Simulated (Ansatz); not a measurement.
# SiGe4W: the cost of one run

Computed with Ansatz 0.2.0 (DFT PBE, scalar-relativistic, plane waves, PAW, unless a step's input says otherwise).

1 further run of the same task is left out (set aside as unsound or not needed).

### Step 1. The starting structure

It takes space group Cmmm (No. 65, orthorhombic). The conventional cell has a = 8.494 Å, b = 8.774 Å, c = 3.514 Å, α = 90.00°, β = 90.00°, γ = 90.00°. Si (site symmetry mmm) is surrounded by 6 Ge at 2.49 to 2.56 Å. Ge (site symmetry m2m) is surrounded by 2 W at 2.54 Å and 1 Si at 2.56 Å. Ge (site symmetry 2mm) is surrounded by 1 W at 2.48 Å and 2 Si at 2.49 Å. W (site symmetry mmm) has 6 Ge at 2.48 to 2.54 Å as nearest neighbours.

Structure file:

```cif
data_structure
_symmetry_space_group_name_H-M 'P 1'
_symmetry_Int_Tables_number 1
_cell_length_a 6.1060
_cell_length_b 6.1060
_cell_length_c 3.5145
_cell_angle_alpha 90.000
_cell_angle_beta 90.000
_cell_angle_gamma 91.857
_cell_volume 130.96
loop_
_atom_site_label
_atom_site_type_symbol
_atom_site_fract_x
_atom_site_fract_y
_atom_site_fract_z
_atom_site_occupancy
Si1 Si 0.50000 0.50000 0.50000 1
Ge1 Ge 0.79120 0.20880 0.50000 1
Ge2 Ge 0.20880 0.79120 0.50000 1
Ge3 Ge 0.29207 0.29207 0.00000 1
Ge4 Ge 0.70793 0.70793 0.00000 1
W1 W 0.00000 0.00000 0.00000 1
```

It is the end of an earlier relaxation with the same method, from a database cell with other species swapped in; it needn't be the stable form of this composition. At a tolerance of 0.05 Å it has space group Cmmm (No. 65); it has 21.83 Å³/atom, an uncorrected energy of +0.52 eV/atom over the elements.

### Step 2. Electronic structure at the relaxed geometry

The input, input.yaml:

```yaml
crystal:
  lattice:
    - [4.2470388742, -4.3869881615, 0.0]
    - [4.2470388742, 4.3869881615, 0.0]
    - [0.0, 0.0, 3.5144707002]
  atoms:
    - { symbol: Si, position: [0.5, 0.5, 0.5] }
    - { symbol: Ge, position: [0.7912020782, 0.2087979218, 0.5] }
    - { symbol: Ge, position: [0.2087979218, 0.7912020782, 0.5] }
    - { symbol: Ge, position: [0.29206652, 0.29206652, 0.0] }
    - { symbol: Ge, position: [0.70793348, 0.70793348, 0.0] }
    - { symbol: W, position: [0.0, 0.0, 0.0] }
basis:
  ecutwfc: 420
kpoints:
  mp_grid: { grid: [6, 6, 10] }
  band_path:
    path:
      - [[0.0, 0.0, 0.0], [-0.5, 0.5, 0.0], [-0.48430392, 0.51569608, 0.0]]
      - [[0.48430392, 0.48430392, 0.0], [0.0, 0.0, 0.0], [0.0, 0.0, 0.5], [0.48430392, 0.48430392, 0.5]]
      - [[-0.48430392, 0.51569608, 0.5], [-0.5, 0.5, 0.5], [-0.5, 0.5, 0.0]]
      - [[0.0, 0.0, 0.0], [0.0, 0.5, 0.0], [0.0, 0.5, 0.5], [0.0, 0.0, 0.5], [-0.5, 0.5, 0.5]]
    npoints: 14
hamiltonian:
  xc: pbe
scf:
  occupations: { method: gaussian, width: 0.1 }
  n_extra_bands: 15
output:
  forces: true
  stress: true
  eigenvalues: true
  populations: true
  dos: { projected: true, de: 0.02, nscf_kmesh: { grid: [8, 8, 12] } }
  bader: true
  write_density: true
  write_potential: true
  elf: true
  volumetric_format: npy
```

Command:

```bash
$ ansatz run input.yaml --threads 1 --pin off --max-ram 2560MiB --backend cpu --events-out ev --progress --plain --runs-dir out
```

**Question.** How long does this run take on 1 thread of Intel Xeon Gold 6455B (Sapphire Rapids), shared host, and how much memory does it need?

About 1.8 min, with a peak of 0.91 GiB.
